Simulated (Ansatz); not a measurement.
# C (Diamond): the cost of one run

Computed with Ansatz 0.2.0 (DFT RPBE, scalar-relativistic, plane waves, PAW, unless a step's input says otherwise).

## (1) The system as given

It takes space group Fd-3m (No. 227, cubic). Conventional cell: a = 3.567 Å, b = 3.567 Å, c = 3.567 Å, α = 90.00°, β = 90.00°, γ = 90.00°. C (site symmetry -43m) has 4 C at 1.54 Å as nearest neighbours.

As a file:

```cif
data_structure
_symmetry_space_group_name_H-M 'Fd-3m:1'
_symmetry_Int_Tables_number 227
_cell_length_a 3.5667
_cell_length_b 3.5667
_cell_length_c 3.5667
_cell_angle_alpha 90.000
_cell_angle_beta 90.000
_cell_angle_gamma 90.000
_cell_volume 45.37
loop_
_atom_site_label
_atom_site_type_symbol
_atom_site_symmetry_multiplicity
_atom_site_Wyckoff_symbol
_atom_site_fract_x
_atom_site_fract_y
_atom_site_fract_z
_atom_site_occupancy
C1 C 8 b 0.00000 0.00000 0.50000 1
```

The structure comes from the Crystallography Open Database.

(A quick probe on a coarse mesh, which set the mesh and smearing, is not shown.)

## (3) The relaxation

The input, input.yaml:

```yaml
crystal:
  lattice:
    - [0.0, 1.78337, 1.78337]
    - [1.78337, 0.0, 1.78337]
    - [1.78337, 1.78337, 0.0]
  atoms:
    - { symbol: C, position: [0.0, 0.0, 0.0] }
    - { symbol: C, position: [0.25, 0.25, 0.25] }
basis:
  ecutwfc: 420
kpoints:
  mp_grid: { grid: [12, 12, 12] }
hamiltonian:
  xc: rpbe
scf:
  occupations: { method: gaussian, width: 0.02 }
output:
  forces: true
  stress: true
  eigenvalues: true
  write_density: true
  write_potential: true
  elf: true
  volumetric_format: npy
relax:
  adjacent_minimum: "off"
  f_tol: 0.005
  max_steps: 80
  cell: { stress_tol: 0.05 }
```

Launch:

```
$ ansatz run input.yaml --threads 2 --pin off --max-ram 5120MiB --backend cpu --events-out ev --progress --plain --runs-dir out
```

What time and memory should one allow on 2 threads of Arm Neoverse V2, shared host?

About 2.2 s, with a peak of 0.26 GiB.
